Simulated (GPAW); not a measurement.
# GaGe (F-43m) in GPAW: single point with LDA

Aim: the single point of GaGe with LDA.

All numbers are computed with GPAW 26.7.0; they aren't measurements. Logs are shortened: lines on timing, memory, paths and dates and some standing lists are left out, and cuts for length are marked. The log counts tension as positive stress, the text compression.

### Step 1. The structure

It takes space group F-43m (No. 216, cubic). The conventional cell has a = 5.796 Å, b = 5.796 Å, c = 5.796 Å, α = 90.00°, β = 90.00°, γ = 90.00°. Around Ge (site symmetry -43m) lie 4 Ga at 2.51 Å. Ga (site symmetry -43m) is surrounded by 4 Ge at 2.51 Å.

The cell comes from a database or a generator and needn't be the stable form of this composition.

### Step 2. Single point, LDA

The input, run.py:

```python
from ase.dft.bandgap import bandgap
from ase.io import write
from ase.spacegroup import crystal
from ase.units import GPa
from gpaw import GPAW, PW

# Ge 4a
# Ga 4d
atoms = crystal(['Ge', 'Ga'],
                basis=[[0.0, 0.0, 0.0],
                       [0.25, 0.25, 0.75]],
                spacegroup=216, setting=1,  # F-43m
                cellpar=[5.795688, 5.795688, 5.795688, 90.0, 90.0, 90.0],
                primitive_cell=True)

calc = GPAW(mode=PW(450),
            xc='LDA',
            kpts={'size': (7, 7, 7), 'gamma': True},
            occupations={'name': 'fermi-dirac', 'width': 0.05},
            nbands=11,
            maxiter=120,
            txt='gpaw.txt')
atoms.calc = calc
energy = atoms.get_potential_energy()
forces = atoms.get_forces()
stress = atoms.get_stress()
calc.write('gs.gpw')
write('result.traj', atoms)
print(f'Energy: {energy:.6f} eV')
print('Forces (eV/A):')
print(forces.round(4))
print('Stress (GPa):', (stress / GPa).round(3))
print('Fermi level:', round(calc.get_fermi_level(), 4), 'eV')
print(f'Gap: {bandgap(calc)[0]:.4f} eV, direct: {bandgap(calc, direct=True)[0]:.4f} eV')
```

Potentials or basis: the program's PAW data sets (release 1.2.1) made for this functional, pw.

Started as:

```bash
OMP_NUM_THREADS=1 python run.py
```

gpaw.txt:

```text
__  _  _
 | _ |_)|_||  |
 |__||  | ||/\| - 26.7.0

Input parameters:
  mode=PW(ecut=450.00000000000006),
  kpts=MonkhorstPack(size=(7, 7, 7), gamma=True),
  maxiter=120,
  nbands=11,
  occupations=Occupations(name='fermi-dirac', width=0.05),
  xc=XC(name='LDA')

Diagonalizing LCAO Hamiltonian
Converting LCAO to pw mode

                     Ga

       Ge

Atoms  # Å, Bohr magnetons
|   | symbol |        x |        y |        z |    initial magnetic moments |
|---|--------|----------|----------|----------|-----------------------------|
| 0 |     Ge | 0.000000 | 0.000000 | 0.000000 | ( 0.0000,  0.0000,  0.0000) |
| 1 |     Ga | 4.346766 | 4.346766 | 4.346766 | ( 0.0000,  0.0000,  0.0000) |

Unit cell  # Å
| periodic |        x |        y |        z |  lengths |    angles |
|----------|----------|----------|----------|----------|-----------|
|      yes | 0.000000 | 2.897844 | 2.897844 | 4.098170 | 60.000000 |
|      yes | 2.897844 | 0.000000 | 2.897844 | 4.098170 | 60.000000 |
|      yes | 2.897844 | 2.897844 | 0.000000 | 4.098170 | 60.000000 |

Number of symmetries: 24
Symmetry operations  # r_c * U_cc + t_c -> r_c
|    | kind |            matrix            |
|----|------|------------------------------|
|  0 |  E   |  1, 0, 0,  0, 1, 0,  0, 0, 1 |
|  1 |  σ   |  1, 0, 0,  0, 0, 1,  0, 1, 0 |
|  2 |  σ   |  1, 0,-1,  0, 1,-1,  0, 0,-1 |
|  3 |  C3  |  1, 0,-1,  0, 0,-1,  0, 1,-1 |
|  4 |  C3  |  1,-1, 0,  0,-1, 1,  0,-1, 0 |
|  5 |  σ   |  1,-1, 0,  0,-1, 0,  0,-1, 1 |
|  6 |  σ   |  0, 1, 0,  1, 0, 0,  0, 0, 1 |
|  7 |  C3  |  0, 1, 0,  0, 0, 1,  1, 0, 0 |
|  8 |  C2  |  0, 1,-1,  1, 0,-1,  0, 0,-1 |
|  9 |  S4  |  0, 1,-1,  0, 0,-1,  1, 0,-1 |
| 10 |  C3  |  0, 0, 1,  1, 0, 0,  0, 1, 0 |
| 11 |  σ   |  0, 0, 1,  0, 1, 0,  1, 0, 0 |
| 12 |  S4  |  0, 0,-1,  1, 0,-1,  0, 1,-1 |
| 13 |  C3  |  0, 0,-1,  0, 1,-1,  1, 0,-1 |
| 14 |  S4  |  0,-1, 1,  1,-1, 0,  0,-1, 0 |
| 15 |  C2  |  0,-1, 1,  0,-1, 0,  1,-1, 0 |
| 16 |  C3  |  0,-1, 0,  1,-1, 0,  0,-1, 1 |
| 17 |  S4  |  0,-1, 0,  0,-1, 1,  1,-1, 0 |
| 18 |  S4  | -1, 1, 0, -1, 0, 1, -1, 0, 0 |
| 19 |  C3  | -1, 1, 0, -1, 0, 0, -1, 0, 1 |
| 20 |  C3  | -1, 0, 1, -1, 1, 0, -1, 0, 0 |
| 21 |  S4  | -1, 0, 1, -1, 0, 0, -1, 1, 0 |
| 22 |  σ   | -1, 0, 0, -1, 1, 0, -1, 0, 1 |
| 23 |  C2  | -1, 0, 0, -1, 0, 1, -1, 1, 0 |

BZ-sampling:
  Number of BZ points: 343
  Number of IBZ points: 20

  Monkhorst-Pack size: [7, 7, 7]
  Monkhorst-Pack shift: [0, 0, 0]

K-points  # in reciprocal-cell coordinates
|     |                                coordinates |     weight |
|-----|--------------------------------------------|------------|
|   0 | (  0.00000000,   0.00000000,   0.00000000) | 0.00291545 |
|   1 | (  0.14285714,   0.14285714,   0.00000000) | 0.01749271 |
|   2 | (  0.14285714,   0.14285714,   0.14285714) | 0.02332362 |
|   3 | (  0.28571429,   0.14285714,   0.14285714) | 0.03498542 |
|   4 | (  0.28571429,   0.28571429,   0.00000000) | 0.01749271 |
|   5 | (  0.28571429,   0.28571429,   0.14285714) | 0.06997085 |
|   6 | (  0.28571429,   0.28571429,   0.28571429) | 0.02332362 |
|   7 | (  0.42857143,  -0.28571429,  -0.28571429) | 0.03498542 |
|   8 | (  0.42857143,   0.28571429,  -0.42857143) | 0.13994169 |
|   9 | (  0.42857143,   0.28571429,  -0.28571429) | 0.06997085 |
| ... |                                            |            |
|  19 | (  0.42857143,   0.42857143,   0.42857143) | 0.02332362 |

Plane wave coefficients: 1067
Cutoff: 450.00000000000006 eV

Spin-components: 1 (collinear spins)
Bands:           11
Projectors:      10
Spin-degeneracy: 2
Datatype:        complex128

Parallelization:
  kpt:    1
  domain: 1
  band:   1

Density:
  Valence electrons: 7.0
  Components: 1
  Grid points: [21 21 21]
  Charge: 0.0  # |e|

Potential:
  Grid points: [21 21 21]

species:
  Ge:
    name:    Germanium
    Z:       32.0
    valence: 4
    core:    28
    charge:  0.0  # [|e|]
    compensation charges:
      type: gauss
      rc: 0.32  # [Å]
      lmax: 2
    cutoffs:
      filter: 1.77  # [Å]
      core: 3.42  # [Å]
    projectors
    | kind |    occ | energy [eV] | rcut [Å] |
    |------|--------|-------------|----------|
    |   4s |  2.000 |     -11.940 |    1.005 |
    |   4p |  2.000 |      -4.047 |    1.005 |
    |    s |        |      15.272 |    1.005 |
    |    p |        |      23.164 |    1.005 |
    |    d |        |       0.000 |    1.005 |

    Using partial waves for Ge as LCAO basis

  Ga:
    name:    Gallium
    Z:       31.0
    valence: 3
    core:    28
    charge:  0.0  # [|e|]
    compensation charges:
      type: gauss
      rc: 0.37  # [Å]
      lmax: 2
    cutoffs:
      filter: 2.06  # [Å]
      core: 4.17  # [Å]
    projectors
    | kind |    occ | energy [eV] | rcut [Å] |
    |------|--------|-------------|----------|
    |   4s |  2.000 |      -9.167 |    1.164 |
    |   4p |  1.000 |      -2.734 |    1.164 |
    |    s |        |      18.045 |    1.164 |
    |    p |        |      24.478 |    1.164 |
    |    d |        |       0.000 |    1.164 |

    Using partial waves for Ga as LCAO basis

Reference energy: -109825.873817  # eV

eigensolver:
  PPCG
  Converge bands: occupied
  niter=2

density mixing:
  MSR1-Mixer
  Pratt-step length: 0.05
  Maximum mixing coefficient: 0.75
  Old densities: 10
  SVD Regularization: 0.005
  Good broyden scale: 1.0
  Trust region scale: 1.0
  Backstep threshold: 4.0
  History deletion threshold: 6.0
  Fourier metric: weight=20.0, sigma=0.015

occupation numbers:
  Fermi-Dirac:
    width: 0.0500  # eV

poisson solver:
  ecut: 3600.0000000000005  # eV

xc functional:
  name: None

convergence criteria:
- Maximum [total energy] change in last 3 cyles: 0.0005 eV / valence electron
- Maximum integral of absolute [dens]ity change: 0.0001 electrons / valence electron
- Maximum integral of absolute [eigenst]ate change: 4e-08 eV^2 / valence electron
maximum number of iterations: 120

SCF iterations
|iter     | |      energy | eigst |  dens |
|---------|-|-------------|-------|-------|
|iter:   1| |   -8.368183 | -0.58 |       |
|iter:   2| |   -8.366519 | -2.92 | -1.01 |
|iter:   3| |   -8.346377 | -3.15 | -1.04 |
|iter:   4| |   -8.345252 | -4.06 | -1.60 |
|iter:   5| |   -8.345260c| -5.72 | -2.58 |
|iter:   6| |   -8.345263c| -6.83 | -3.02 |
|iter:   7| |   -8.345264c| -8.04c| -3.74 |
|iter:   8| |   -8.345264c| -8.51c| -4.83c|

Converged in 8 steps
Energy contributions relative to reference atoms: (reference = -109825.873817)

Energy contributions:
  Kinetic:          19.811490
  Coulomb:         -17.589418
  Zero:              0.018899
  External:          0.000000
  Xc:              -10.578266
  Entropy:          -0.015936
  Spinorbit:         0.000000
  ----------------------------
  Free energy:      -8.353232
  Extrapolated:     -8.345264

dipole moment: (-16.099810, -16.099810, -16.099810)  # |e|*Ang

Fermi level: 3.413
Eigenvalues  # (at kpt = [0.000, 0.000, 0.000])
| band index |      eig [eV] | occ [0-2] |
|------------|---------------|-----------|
|          0 |        -7.094 |     2.000 |
|          1 |         5.146 |     0.000 |
|          2 |         5.146 |     0.000 |
|          3 |         5.146 |     0.000 |
|          4 |         5.394 |     0.000 |
|          5 |         7.829 |     0.000 |
|          6 |         7.829 |     0.000 |
|          7 |         7.829 |     0.000 |
|          8 |        11.057 |     0.000 |
|        ... |               |           |
|         10 |        14.153 |     0.000 |

No gap
No difference between direct/indirect transitions

Forces  # eV/Ang
|        x |       y |        z |
|----------|---------|----------|
|  0.00000 | 0.00000 | -0.00000 |  # Ge   0
| -0.00000 | 0.00000 | -0.00000 |  # Ga   1

Stress tensor  # eV/Ang^3
|         x |         y |         z |
|-----------|-----------|-----------|
|  0.021726 |  0.000000 | -0.000000 |
|  0.000000 |  0.021726 | -0.000000 |
| -0.000000 | -0.000000 |  0.021726 |

# Writing to gs.gpw (mode='')
```

Wall time 6 s (1 thread of Arm Neoverse V1, shared host); peak memory 0.13 GiB.

Results:

```yaml
Free_energy: -8.3532 eV
Pressure: -3.5 GPa
Band_gap_on_the_k_mesh: none (metal or under the smearing width)
```

Caveat: the cutoff is short for stress and forces, so pressures can be off by a GPa or more.
